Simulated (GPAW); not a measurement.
**BiS in GPAW: convergence with k mesh**

Crystal: BiS.

```
CELL_PARAMETERS angstrom
4.00294 0.00000 0.00000
0.00000 4.00294 0.00000
0.00000 0.00000 4.00294
ATOMIC_POSITIONS crystal
Bi 0.50000 0.50000 0.50000
S 0.00000 0.00000 0.00000
```

The cell was built by a generator and needn't be a form met in nature.

- Program: GPAW 26.7.0
- Task: convergence study
- Functional: PBE
- Potentials or basis: GPAW PAW data sets (gpaw-data 1.2.1)
- Cutoff: 600 eV
- Basis: pw
- k mesh: 2 × 2 × 2
- Occupations: fermi-dirac, width 0.05 eV
- Spin: no spin polarisation

These are the settings of the first run; the series varies k mesh, with any setting tied to it.

Hardware: 1 thread of Arm Neoverse V1, on a shared host.

| k mesh | energy less the tightest run, at zero smearing (meV/atom) | pressure (GPa) | SCF cycles | CPU time (s) | peak memory (GiB) |
| --- | --- | --- | --- | --- | --- |
| 2 × 2 × 2 | -39.65 | -10.21 | 11 | 5.7 | 0.14 |
| 3 × 3 × 3 | 76.77 | -9.93 | 11 | 5.6 | 0.14 |
| 4 × 4 × 4 | -14.11 | -11.24 | 11 | 9.9 | 0.14 |
| 5 × 5 × 5 | 40.24 | -10.85 | 11 | 9.9 | 0.15 |
| 6 × 6 × 6 | 10.90 | -11.00 | 11 | 17 | 0.16 |
| 7 × 7 × 7 | 1.98 | -10.99 | 11 | 17 | 0.16 |
| 9 × 9 × 9 | 0.00 | -11.19 | 11 | 28 | 0.17 |

Not settled before the last step: the energy (to 1 meV/atom), the pressure (to 0.1 GPa). Meshes of other sizes hit other points, so gaps and Fermi surfaces needn't settle smoothly. The tightest run that finished is the yardstick and may itself not be fully converged.

Caveat, for the tightest run too: spin-orbit coupling is left out, which moves the levels of the heavy elements.
